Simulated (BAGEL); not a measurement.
# A workflow on Si4H10 (SMILES [SiH3][SiH]([SiH3])[SiH3])

We compute a single-point energy (HF/cc-pVDZ), then a single-point energy (NEVPT2(2,2)/cc-pVDZ) of Si4H10. 

The calculation is run with BAGEL 1.2.2.

1 further run of the same task is left out (set aside as unsound or not needed).

### 1 The system as given

Si4H10 has 14 atoms, charge 0, and is taken as a singlet. As SMILES, `[SiH3][SiH]([SiH3])[SiH3]`. Geometry: relaxed at PBE0-D4/def2-TZVP.

Bond lengths: Si1–Si2 2.337 Å, Si2–Si3 2.337 Å, Si2–Si4 2.337 Å, Si1–H5 1.488 Å, Si1–H6 1.488 Å, Si1–H7 1.488 Å, Si2–H8 1.492 Å, Si3–H9 1.488 Å, Si3–H10 1.488 Å, Si3–H11 1.488 Å, Si4–H12 1.488 Å, Si4–H13 1.488 Å, Si4–H14 1.488 Å. Some angles: Si1–Si2–Si3 109.6°, Si1–Si2–Si4 109.6°, Si3–Si2–Si4 109.6°, Si1–Si2–H8 109.3°, Si3–Si2–H8 109.3°, Si4–Si2–H8 109.3°, Si2–Si1–H5 110.8°, Si2–Si1–H6 110.8°, Si2–Si1–H7 109.2°, Si2–Si3–H9 109.2°.

### 2 The energy at HF/cc-pVDZ (density fitting with svp-jkfit) (run 1)

hf.json reads:

```json
{ "bagel": [

{
  "title": "molecule",
  "basis": "cc-pvdz.json",
  "df_basis": "svp-jkfit",
  "angstrom": false,
  "geometry": [
    { "atom": "Si", "xyz": [ -2.99823758,  0.84994023, -2.77452991 ] },
    { "atom": "Si", "xyz": [ -0.82713312, -0.06296567,  0.96198398 ] },
    { "atom": "Si", "xyz": [  2.12405216,  3.12020239,  1.77840236 ] },
    { "atom": "Si", "xyz": [  1.24729483, -3.94181752,  0.56215573 ] },
    { "atom": "H", "xyz": [ -4.89212110, -1.14882309, -3.34243041 ] },
    { "atom": "H", "xyz": [ -4.32276552,  3.32226892, -2.58081409 ] },
    { "atom": "H", "xyz": [ -1.16338910,  0.97859278, -4.90117100 ] },
    { "atom": "H", "xyz": [ -2.66360677, -0.20250305,  3.09788473 ] },
    { "atom": "H", "xyz": [  3.95143622,  3.25467530, -0.35426696 ] },
    { "atom": "H", "xyz": [  3.54382230,  2.58221626,  4.14466072 ] },
    { "atom": "H", "xyz": [  0.85534674,  5.61624715,  2.03238155 ] },
    { "atom": "H", "xyz": [  2.65417703, -4.56841291,  2.91426004 ] },
    { "atom": "H", "xyz": [  3.07789143, -3.79485352, -1.56692311 ] },
    { "atom": "H", "xyz": [ -0.58675996, -6.00475594,  0.02844038 ] }
  ]
},
{
  "title": "hf"
},
{
  "title": "print",
  "file": "orbitals.molden",
  "orbitals": true
}

]}
```

The basis set cc-pVDZ is read from a file made from the Basis Set Exchange's data (not shown).

Command:

```
BAGEL_NUM_THREADS=1 BAGEL hf.json > hf.out
```

The log of the run:

```text
* using 1 threads per process

  ===============================================================
  ===============================================================

  *** Geometry ***

  { "atom" : "Si", "xyz" : [     -2.998238,      0.849940,     -2.774530 ] },
  { "atom" : "Si", "xyz" : [     -0.827133,     -0.062966,      0.961984 ] },
  { "atom" : "Si", "xyz" : [      2.124052,      3.120202,      1.778402 ] },
  { "atom" : "Si", "xyz" : [      1.247295,     -3.941818,      0.562156 ] },
  { "atom" : "H", "xyz" : [     -4.892121,     -1.148823,     -3.342430 ] },
  { "atom" : "H", "xyz" : [     -4.322766,      3.322269,     -2.580814 ] },
  { "atom" : "H", "xyz" : [     -1.163389,      0.978593,     -4.901171 ] },
  { "atom" : "H", "xyz" : [     -2.663607,     -0.202503,      3.097885 ] },
  { "atom" : "H", "xyz" : [      3.951436,      3.254675,     -0.354267 ] },
  { "atom" : "H", "xyz" : [      3.543822,      2.582216,      4.144661 ] },
  { "atom" : "H", "xyz" : [      0.855347,      5.616247,      2.032382 ] },
  { "atom" : "H", "xyz" : [      2.654177,     -4.568413,      2.914260 ] },
  { "atom" : "H", "xyz" : [      3.077891,     -3.794854,     -1.566923 ] },
  { "atom" : "H", "xyz" : [     -0.586760,     -6.004756,      0.028440 ] },

  Number of auxiliary basis functions:      692

  Since a DF basis is specified, we compute 2- and 3-index integrals:
    o Being stored without compression. Storage requirement is 0.082 GB

  Number of basis functions:      122
  Number of electrons      :       66

    * METHOD: MOLECULE                             0.42

  *** RHF ***

  === Nuclear Repulsion ===
   328.8363862331

      * DIIS with orbital gradients will be used.

  === RHF iteration (cc-pvdz.json) ===
      0      -1161.41631657          0.00720013           0.16
      1      -1161.52293639          0.00247857           0.14
      2      -1161.53331920          0.00081821           0.14
      3      -1161.53440719          0.00009089           0.14
      4      -1161.53443276          0.00002444           0.14
      5      -1161.53443466          0.00000476           0.14
      6      -1161.53443472          0.00000132           0.14
      7      -1161.53443473          0.00000030           0.15
      8      -1161.53443473          0.00000007           0.15
      9      -1161.53443473          0.00000002           0.15
     10      -1161.53443473          0.00000000           0.14
    * SCF iteration converged.

    * Permanent dipole moment:
           (    0.048332,     0.003688,    -0.056218) a.u.

    * METHOD: HF                                   1.90

    * METHOD: PRINT                                0.03

  ===============================================================
```

Run time: 2.6 s. Hardware: 1 thread of AMD EPYC 9R45 (Zen 5), shared host; peak memory 0.28 GiB.

### 3 A single-point energy at NEVPT2(2,2)/cc-pVDZ (density fitting with svp-jkfit) (run 2)

input.json reads:

```json
{ "bagel": [

{
  "title": "molecule",
  "basis": "cc-pvdz.json",
  "df_basis": "svp-jkfit",
  "geometry": [
    { "atom": "Si", "xyz": [ -2.99823758,  0.84994023, -2.77452991 ] },
    { "atom": "Si", "xyz": [ -0.82713312, -0.06296567,  0.96198398 ] },
    { "atom": "Si", "xyz": [  2.12405216,  3.12020239,  1.77840236 ] },
    { "atom": "Si", "xyz": [  1.24729483, -3.94181752,  0.56215573 ] },
    { "atom": "H", "xyz": [ -4.89212110, -1.14882309, -3.34243041 ] },
    { "atom": "H", "xyz": [ -4.32276552,  3.32226892, -2.58081409 ] },
    { "atom": "H", "xyz": [ -1.16338910,  0.97859278, -4.90117100 ] },
    { "atom": "H", "xyz": [ -2.66360677, -0.20250305,  3.09788473 ] },
    { "atom": "H", "xyz": [  3.95143622,  3.25467530, -0.35426696 ] },
    { "atom": "H", "xyz": [  3.54382230,  2.58221626,  4.14466072 ] },
    { "atom": "H", "xyz": [  0.85534674,  5.61624715,  2.03238155 ] },
    { "atom": "H", "xyz": [  2.65417703, -4.56841291,  2.91426004 ] },
    { "atom": "H", "xyz": [  3.07789143, -3.79485352, -1.56692311 ] },
    { "atom": "H", "xyz": [ -0.58675996, -6.00475594,  0.02844038 ] }
  ]
},
{
  "title": "hf"
},
{
  "title": "casscf",
  "nstate": 1,
  "nact": 2,
  "nclosed": 32,
  "active": [33, 39],
  "maxiter": 200,
  "natocc": true
},
{
  "title": "nevpt2",
  "nstate": 1,
  "nact": 2,
  "nclosed": 32,
  "active": [33, 39],
  "maxiter": 200,
  "natocc": true,
  "ncore": 20
},
{
  "title": "print",
  "file": "orbitals.molden",
  "orbitals": true
}

]}
```

The basis set cc-pVDZ is read from a file made from the Basis Set Exchange's data (not shown).

Command:

```
BAGEL_NUM_THREADS=1 BAGEL input.json > input.out
```

The log of the run:

```text
* using 1 threads per process

  ===============================================================
  ===============================================================

  *** Geometry ***

  { "atom" : "Si", "xyz" : [     -2.998238,      0.849940,     -2.774530 ] },
  { "atom" : "Si", "xyz" : [     -0.827133,     -0.062966,      0.961984 ] },
  { "atom" : "Si", "xyz" : [      2.124052,      3.120202,      1.778402 ] },
  { "atom" : "Si", "xyz" : [      1.247295,     -3.941818,      0.562156 ] },
  { "atom" : "H", "xyz" : [     -4.892121,     -1.148823,     -3.342430 ] },
  { "atom" : "H", "xyz" : [     -4.322766,      3.322269,     -2.580814 ] },
  { "atom" : "H", "xyz" : [     -1.163389,      0.978593,     -4.901171 ] },
  { "atom" : "H", "xyz" : [     -2.663607,     -0.202503,      3.097885 ] },
  { "atom" : "H", "xyz" : [      3.951436,      3.254675,     -0.354267 ] },
  { "atom" : "H", "xyz" : [      3.543822,      2.582216,      4.144661 ] },
  { "atom" : "H", "xyz" : [      0.855347,      5.616247,      2.032382 ] },
  { "atom" : "H", "xyz" : [      2.654177,     -4.568413,      2.914260 ] },
  { "atom" : "H", "xyz" : [      3.077891,     -3.794854,     -1.566923 ] },
  { "atom" : "H", "xyz" : [     -0.586760,     -6.004756,      0.028440 ] },

  Number of auxiliary basis functions:      692

  Since a DF basis is specified, we compute 2- and 3-index integrals:
    o Being stored without compression. Storage requirement is 0.082 GB

  Number of basis functions:      122
  Number of electrons      :       66

    * METHOD: MOLECULE                             0.41

  *** RHF ***

  === Nuclear Repulsion ===
   328.8363862331

      * DIIS with orbital gradients will be used.

  === RHF iteration (cc-pvdz.json) ===
      0      -1161.41631657          0.00720013           0.15
      1      -1161.52293639          0.00247857           0.14
      2      -1161.53331920          0.00081821           0.14
      3      -1161.53440719          0.00009089           0.14
      4      -1161.53443276          0.00002444           0.14
      5      -1161.53443466          0.00000476           0.14
      6      -1161.53443472          0.00000132           0.14
      7      -1161.53443473          0.00000030           0.14
      8      -1161.53443473          0.00000007           0.14
      9      -1161.53443473          0.00000002           0.14
     10      -1161.53443473          0.00000000           0.14
    * SCF iteration converged.

    * Permanent dipole moment:
           (    0.048332,     0.003688,    -0.056218) a.u.

    * METHOD: HF                                   1.82

  ---------------------------
      CASSCF calculation
  ---------------------------

    ==== Active orbitals : =====
         Orbital 33
         Orbital 39
    ============================

    * nstate   :      1
    * nclosed  :     32
    * nact     :      2
    * nvirt    :     88
  === CASSCF iteration (cc-pvdz.json) ===

    * Using the second-order algorithm

      0  0     -1161.53460973     3.22e-05      0.03

      1  0     -1161.53856352     2.89e-04      0.74

      2  0     -1161.54080227     3.47e-04      0.83

      3  0     -1161.54255900     8.94e-05      0.86

      4  0     -1161.54262811     9.80e-06      0.87

      5  0     -1161.54262936     1.71e-06      0.92

      6  0     -1161.54262938     3.10e-07      0.86

      7  0     -1161.54262938     7.52e-08      0.91

      8  0     -1161.54262938     2.05e-08      0.88

      9  0     -1161.54262938     5.67e-09      0.72

    * Second-order optimization converged. *

     guess   0:   closed 1.                   open ..

  === FCI iteration ===

      0  0     -1161.53437114     4.80e-02      0.00
      1  0     -1161.54262918     1.79e-04      0.00
      2  0 *   -1161.54262938     2.00e-16      0.00

     * ci vector, state   0, <S^2> = 0.0000
       2.     0.9963271848
       .2    -0.0856279210

    * METHOD: CASSCF                               7.97

    * freezing 20 orbitals

  === DF-NEVPT2 calculation ===

    * 3-index integral transformation done
    * assembly done

      NEVPT2 correlation energy:   -0.4021030111      0.26

          (+0)     -0.3456571909
          (+0)'    -0.0112230252
          (+1)     -0.0068540113
          (+1)'    -0.0000000000
          (+2)     -0.0003194887
          (-1)     -0.0305936615
          (-1)'     0.0000000000
          (-2)     -0.0074556335

      NEVPT2 total energy:       -1161.9447323904

    * METHOD: NEVPT2                               0.51

    * METHOD: PRINT                                0.02

  ===============================================================
```

Run time: 11 s. Hardware: 1 thread of AMD EPYC 9R45 (Zen 5), shared host; peak memory 0.28 GiB.

### 4 Results

```
                                quantity           value
         run 1, HF/cc-pVDZ: total energy  -1161.53443 Eh
        run 1, HF/cc-pVDZ: dipole moment          0.19 D
          run 1, HF/cc-pVDZ: HOMO energy       -10.47 eV
          run 1, HF/cc-pVDZ: LUMO energy         3.16 eV
        run 1, HF/cc-pVDZ: HOMO–LUMO gap        13.62 eV
run 2, NEVPT2(2,2)/cc-pVDZ: total energy  -1161.94473 Eh
```
